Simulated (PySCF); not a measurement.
# CH7B2FSi: the cost of one run

Programs: PySCF 2.14.0, with density-fitted response routines of our own. Each step states its level of theory. These are calculated values for one molecule in the gas phase, unless marked as measured. Atoms count from 0, in the outputs and in this text.

## 1. The starting structure

12 atoms, charge 0, multiplicity 1; geometry from: GFN2-xTB. The atoms were then displaced at random by about 0.01 Å, so the start is not that level's minimum.

Bonds of the start (Å): C0–B1 1.58, B1–Si2 1.96, B1–B3 1.63, B3–F4 1.34, C0–H5 1.08, C0–H6 1.07, C0–H7 1.10, Si2–H8 1.48, Si2–H9 1.46, Si2–H10 1.49, B3–H11 1.20.

## 2. Optimising the geometry at PBE0-D3(BJ)/def2-SVP

The job: settings as JSON, then the geometry in Å.

```
{"job": {"xc": "PBE0", "basis": "def2-SVP", "d3": "d3bj", "grid": 1, "shake": 0.01, "kind": "geom"}, "charge": 0, "multiplicity": 1}
C     -1.139770    -1.196390     0.136860
B     -0.284260     0.122270    -0.034340
Si     1.652230    -0.139560    -0.234530
B     -0.784600     1.670120     0.088610
F     -1.108000     2.452700    -0.948470
H     -1.220430    -1.357590     1.205130
H     -0.728490    -2.072350    -0.312440
H     -2.173600    -1.065840    -0.214880
H      2.090020    -1.525200     0.027340
H      2.151860     0.184250    -1.568080
H      2.481740     0.667200     0.702750
H     -0.897020     2.232120     1.143020
```

The run is started by

```bash
> OMP_NUM_THREADS=1 python probes_run.py task.json out
```

The driver reads the jobs from task.json and runs them one after another.

Q: Estimate the wall time and peak memory of this first job on 1 thread of Arm Neoverse N1, shared host.

About 35 s, with a peak of 0.45 GiB.
